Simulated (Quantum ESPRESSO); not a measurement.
An input for Quantum ESPRESSO 7.5 (BeB2):

The input pw.in:

```
&CONTROL
  calculation = 'scf'
  prefix = 'pwscf'
  outdir = './tmp'
  pseudo_dir = './pseudo'
  tprnfor = .true.
  tstress = .true.
  disk_io = 'low'
/
&SYSTEM
  ibrav = 0
  A = 2.92969045
  nat = 3
  ntyp = 2
  ecutwfc = 88
  nbnd = 10
  input_dft = 'revpbe'
  occupations = 'smearing'
  smearing = 'fd'
  degauss = 0.01469973
  vdw_corr = 'grimme-d3'
  dftd3_version = 5
/
&ELECTRONS
  conv_thr = 6d-10
  electron_maxstep = 120
  mixing_beta = 0.5
/
ATOMIC_SPECIES
Be     9.0122 Be.upf
B     10.8100 B.upf
CELL_PARAMETERS alat
   1.0000000000    0.0000000000    0.0000000000
  -0.4999999983    0.8660254021    0.0000000000
   0.0000000000    0.0000000000    0.9821293577
ATOMIC_POSITIONS alat
Be     0.0028414751    0.0471813843    0.9361403256
B     -0.0013146640    0.5162164293    0.4953467825
B      0.4984731906    0.3026275885    0.5327716074
K_POINTS automatic
10 10 9 0 0 0
```

Potentials or basis: PseudoDojo 0.4.1 SR PBE standard.

Command:

```sh
$ OMP_NUM_THREADS=1 pw.x -in pw.in > pw.out
```

Task: What does the program do with it?

Result: The run stopped without a result. It printed:

pw.out:

```text
This program is part of the open-source Quantum ESPRESSO suite
     for quantum simulation of materials; please cite
         "P. Giannozzi et al., J. Phys.:Condens. Matter 21 395502 (2009);
         "P. Giannozzi et al., J. Phys.:Condens. Matter 29 465901 (2017);
         "P. Giannozzi et al., J. Chem. Phys. 152 154105 (2020);
     in publications or presentations arising from this work. More details at

     IMPORTANT: XC functional enforced from input :
     Exchange-correlation= REVPBE
                           (   1   4   4   4   0   0   0)
     Any further DFT definition will be discarded
     Please, verify this is what you really want

 program stopped due to: functional name unknown
STOP must stop!
```
